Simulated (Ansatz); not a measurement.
# C2H7FGaN: a ladder of functionals and wavefunction methods

Aim: compute C2H7FGaN with functionals from several rungs and with coupled cluster. The yardstick is the atomisation energy at the CCSD(T) limit.

The runs use Ansatz 0.2.0, Gaussian basis; functionals in def2-TZVPP, the program's frozen cores in correlated methods.

The runs, in order: LDA (SPW92), PBE-D4, revPBE-D4, BLYP-D4, r2SCAN-D4, B97M-V, PBE0-D4, B3LYP-D4, r2SCANh-D4, r2SCAN0-D4, HSE06-D4, BHLYP-D4, CAM-B3LYP-D4, LC-ωPBE, ωB97X-V, ωB97M-V, B2PLYP, PBE-QIDH; CCSD(T)/def2-SVP; CCSD(T)/def2-TZVPP; MP2/def2-QZVPP; extrapolation to the limit; RPA on PBE.

### 1 Structure used throughout

The geometry comes from an earlier relaxation with PBE0-D4 in a triple-zeta def2 set; it is a stationary point, not always the lowest conformer.

SMILES `C[N]([GaH2])CF`, 12 atoms, charge 0, spin multiplicity 1.

Atoms are counted from 1 here; the program's logs count them from 0.

Bond lengths: C1–N2 1.449 Å, C1–H6 1.098 Å, C1–H7 1.091 Å, C1–H8 1.095 Å, N2–Ga3 1.834 Å, N2–C4 1.403 Å, Ga3–H9 1.559 Å, Ga3–H10 1.559 Å, C4–F5 1.404 Å, C4–H11 1.093 Å, C4–H12 1.098 Å. Angles: N2–C1–H6 110.9°, N2–C1–H7 110.2°, N2–C1–H8 111.8°, H6–C1–H7 107.9°, H6–C1–H8 107.9°, H7–C1–H8 108.0°, C1–N2–Ga3 123.5°, C1–N2–C4 114.5°, Ga3–N2–C4 121.6°, N2–Ga3–H9 115.9°, N2–Ga3–H10 115.4°, H9–Ga3–H10 128.7°, N2–C4–F5 111.9°, N2–C4–H11 110.9°, N2–C4–H12 111.8°, F5–C4–H11 106.5°, F5–C4–H12 105.1°, H11–C4–H12 110.4°.

Coordinates:

```
C    -1.2402    0.1496    0.6723
N     0.0703    0.0094    0.0694
Ga    1.3543    1.3184    0.1206
C     0.2407   -1.1590   -0.6889
F    -0.4761   -1.1105   -1.8946
H    -1.4645   -0.7045    1.3242
H    -1.2810    1.0552    1.2795
H    -2.0308    0.2126   -0.0825
H     0.9991    2.5883    0.9530
H     2.6790    0.9847   -0.6306
H     1.2904   -1.2993   -0.9577
H    -0.1411   -2.0450   -0.1647
```

### 2 LDA

This LDA is Slater exchange with PW92 correlation.

in.yaml

```yaml
crystal:
  periodic: [false, false, false]
  atoms:
    - {symbol: C, position_ang: [-1.240203, 0.149640, 0.672271]}
    - {symbol: N, position_ang: [0.070323, 0.009396, 0.069386]}
    - {symbol: Ga, position_ang: [1.354263, 1.318414, 0.120640]}
    - {symbol: C, position_ang: [0.240687, -1.159040, -0.688870]}
    - {symbol: F, position_ang: [-0.476064, -1.110504, -1.894595]}
    - {symbol: H, position_ang: [-1.464480, -0.704468, 1.324176]}
    - {symbol: H, position_ang: [-1.281006, 1.055205, 1.279519]}
    - {symbol: H, position_ang: [-2.030843, 0.212587, -0.082517]}
    - {symbol: H, position_ang: [0.999053, 2.588313, 0.952984]}
    - {symbol: H, position_ang: [2.678995, 0.984726, -0.630560]}
    - {symbol: H, position_ang: [1.290383, -1.299284, -0.957742]}
    - {symbol: H, position_ang: [-0.141107, -2.044996, -0.164692]}
basis:
  gaussian: {orbitals: def2-TZVPP}
hamiltonian: {xc: lda}
output: {orbitals: {seedname: orbitals}}
```

Launch:

```bash
ansatz run in.yaml --threads 4 --pin off --events-out ev --progress --plain --max-ram 10444MiB
```

After this run come: PBE-D4 (GGA); revPBE-D4 (GGA); BLYP-D4 (GGA); r2SCAN-D4 (meta-GGA); B97M-V (meta-GGA); B3LYP-D4 (hybrid); r2SCANh-D4 (hybrid); r2SCAN0-D4 (hybrid); HSE06-D4 (hybrid); BHLYP-D4 (hybrid); CAM-B3LYP-D4 (range-separated); LC-ωPBE (range-separated); ωB97X-V (range-separated); ωB97M-V (range-separated); B2PLYP (double hybrid); PBE-QIDH (double hybrid); CCSD(T) in def2-SVP; CCSD(T) in def2-TZVPP; MP2 in def2-QZVPP; RPA on PBE orbitals.

Before running them: what should the planned runs give, taken together? Wanted: atomisation energy, CCSD(T)/CBS; farthest beyond LDA; mean size of error, GGA; mean size of error, meta-GGA; mean size of error, hybrid; mean size of error, range-separated; mean size of error, double hybrid; gap, smallest and largest; T1 diagnostic.

As calculated:

```
                               quantity                                                                                                                              value
        atomisation energy, CCSD(T)/CBS                                                                                                                     986.2 kcal/mol
functionals within 9.9 kcal/mol (1.0 %)  revPBE-D4, BLYP-D4, r2SCAN-D4, B97M-V, PBE0-D4, B3LYP-D4, r2SCANh-D4, HSE06-D4, CAM-B3LYP-D4, LC-ωPBE, ωB97X-V, ωB97M-V, PBE-QIDH
                    farthest beyond LDA                                                                                                          BHLYP-D4 (-31.9 kcal/mol)
                mean size of error, GGA                                                                                                                       9.4 kcal/mol
           mean size of error, meta-GGA                                                                                                                       0.5 kcal/mol
             mean size of error, hybrid                                                                                                                       9.8 kcal/mol
    mean size of error, range-separated                                                                                                                       2.4 kcal/mol
      mean size of error, double hybrid                                                                                                                       9.9 kcal/mol
              gap, smallest and largest                                                                                          3.92 eV (LDA (SPW92)), 10.72 eV (LC-ωPBE)
                          T1 diagnostic                                                                                                                             0.0139
triples share of the correlation energy                                                                                                                              3.6 %
```

In words: LDA overbinds by 151.6 kcal/mol (15 %). PBE-D4 is off by +18.3 kcal/mol. Double hybrids carry the basis error of their MP2 part in triple zeta, and no dispersion term here, so their miss is partly the set-up's. The rungs meta-GGA, range-separated, GGA, hybrid miss on average by less than the doubt on the reference (9.9 kcal/mol), so they tie. Misses under about 9.9 kcal/mol are within the doubt on the reference itself, which lacks core-valence correlation, relativity and higher excitations, and its outer-core shells are covered unevenly. Hartree-Fock recovers 71 % of the binding; the rest is correlation. CCSD(T) in def2-SVP is off by -49.9 kcal/mol, more than most functionals: a good method in a small basis is no reference. Orbital gaps span 3.9 to 10.7 eV; exact exchange widens them. Correlated methods include outer-core shells of Ga, which these sets cover unevenly.
